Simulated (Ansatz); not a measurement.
## C2H4GaN, SMILES N[C]1=[CH][GaH]1: a rigid scan of one bond length

Program: the Ansatz DFT code, driven from Python.

The script, `c2h4gan.py`:
```python
import ansatz as az
from ase import Atoms
import numpy as np

atoms = Atoms(["N", "C", "C", "Ga", "H", "H", "H", "H"], positions=[
    [0.0607, 1.397, 0.0108],
    [0.1415, 0.0294, 0.1327],
    [0.6369, -1.1121, -0.2845],
    [-0.5664, -1.3338, 1.39],
    [0.5354, 1.9398, -0.7685],
    [-0.6079, 1.9871, 0.6488],
    [1.3382, -1.6608, -0.9417],
    [-1.4462, -1.3038, -0.2433],
])
c2h4gan = az.Crystal.molecule_from_ase(atoms)

symbols = [site.symbol for site in c2h4gan.cartesian_sites]
start = np.array([site.position_ang for site in c2h4gan.cartesian_sites])
axis = (start[5] - start[0]) / np.linalg.norm(start[5] - start[0])
moving = [5]
lengths, energies = [0.965, 1.009, 1.053, 1.096, 1.14, 1.184, 1.228, 1.294], []
for length in lengths:
    xyz = start.copy()
    xyz[moving] += (length - np.linalg.norm(start[5] - start[0])) * axis
    point = az.Crystal.molecule()
    for symbol, place in zip(symbols, xyz):
        point = point.atom(symbol, place.tolist())
    base = point.calculation()
    base = base.basis(gaussian="def2-SVP")
    base = base.functional("r2scan", dispersion="d3bj")
    report = base.run(threads=1).report
    energies.append(report["free_energy_ev"])
    print(f"r = {length:6.3f} A  E = {energies[-1]:.5f} eV  <S^2> = {abs(report['mean_field']['state']['spin_squared']):.3f}")

fit = np.polynomial.Polynomial.fit(lengths, np.array(energies) - min(energies), 4).convert()
roots = [r.real for r in fit.deriv().roots() if abs(r.imag) < 1e-9 and fit.deriv(2)(r.real) > 0]
r_e = min(roots, key=lambda r: abs(r - lengths[int(np.argmin(energies))]))
print(f"minimum of the fit at {r_e:.4f} A, force constant {fit.deriv(2)(r_e):.2f} eV/A^2")
```

```console
$ python c2h4gan.py
DeckWarning: the engine holds no damping parameters fitted to this dispersion correction and functional, so the run takes those fitted to r2scan beside the three-body term, which d3bj leaves out (hamiltonian.dispersion, under Limitations)
r =  0.965 A  E = -55989.66104 eV  <S^2> = 0.000
r =  1.009 A  E = -55989.71793 eV  <S^2> = 0.000
r =  1.053 A  E = -55989.68295 eV  <S^2> = 0.000
r =  1.096 A  E = -55989.58221 eV  <S^2> = 0.000
r =  1.140 A  E = -55989.42876 eV  <S^2> = 0.000
r =  1.184 A  E = -55989.23844 eV  <S^2> = 0.000
r =  1.228 A  E = -55989.02243 eV  <S^2> = 0.000
r =  1.294 A  E = -55988.66911 eV  <S^2> = 0.000
minimum of the fit at 1.0125 A, force constant 45.86 eV/A^2
```
(Warnings from the package without file and line.)

Caveats:
- Total energies depend on the basis set; only differences at equal settings carry meaning.
- The rest of the molecule is held rigid at a force-field or estimated start geometry, and the basis set is modest; single-reference methods fail as a bond breaks.
- The orbitals are restricted, so S² is zero by construction.
- A dispersion term here runs with damping parameters fitted for another variant or functional.
- Hardware and time: 60 s on 1 thread of Arm Neoverse V2, on a shared host, peak memory 0.22 GiB.
